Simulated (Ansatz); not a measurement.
LaGe2Pd2:

```
CELL_PARAMETERS angstrom
-2.19478 2.19478 5.05204
2.19478 -2.19478 5.05204
2.19478 2.19478 -5.05204
ATOMIC_POSITIONS crystal
La 0.00000 0.00000 0.00000
Pd 0.75000 0.25000 0.50000
Pd 0.25000 0.75000 0.50000
Ge 0.37587 0.37587 0.00000
Ge 0.62413 0.62413 0.00000
```

The cell is a database's computed one.

```yaml
Program: Ansatz 0.2.0
Task: relaxation of cell and atoms
Functional: revPBE
Potentials_or_basis: Ansatz PAW
Cutoff: "420 eV (not typed: the program's choice for these potentials)"
k_mesh: 9 × 9 × 9
Occupations: fermi-dirac, width 0.05 eV
Spin: no spin polarisation
```

At the start: volume 19.47 Å³/atom.

**Question.** Where does the relaxation end?

**Answer.** It ends after 5 steps and the volume is 20.19 Å³/atom (+3.7 %); space group I4/mmm (No. 139, to 0.05 Å).

The path:
| step | energy change (eV) | largest force (eV/Å) | volume (Å³) |
| --- | --- | --- | --- |
| 1 | 0.0000 | 0.1007 | 97.34 |
| 2 | -0.0372 | 0.0557 | 102.23 |
| 3 | -0.0424 | 0.0126 | 101.05 |
| 4 | -0.0425 | 0.0048 | 100.95 |
| 5 | -0.0434 | 0.0049 | 100.95 |

Final structure:
```
La Pd Ge
1.0
    -2.21974    2.21974    5.12211
     2.21974   -2.21974    5.12211
     2.21974    2.21974   -5.12211
La Pd Ge
1 2 2
Direct
  0.00000 0.00000 0.00000
  0.75000 0.25000 0.50000
  0.25000 0.75000 0.50000
  0.37563 0.37563 0.00000
  0.62437 0.62437 0.00000
```

Caveat: the plane-wave basis is chosen anew once the cell has moved, so the energies of steps on either side of that aren't comparable; the PAW data sets come from PBE, with cores solved anew for the run's functional, which leaves a small shift of forces and pressure.
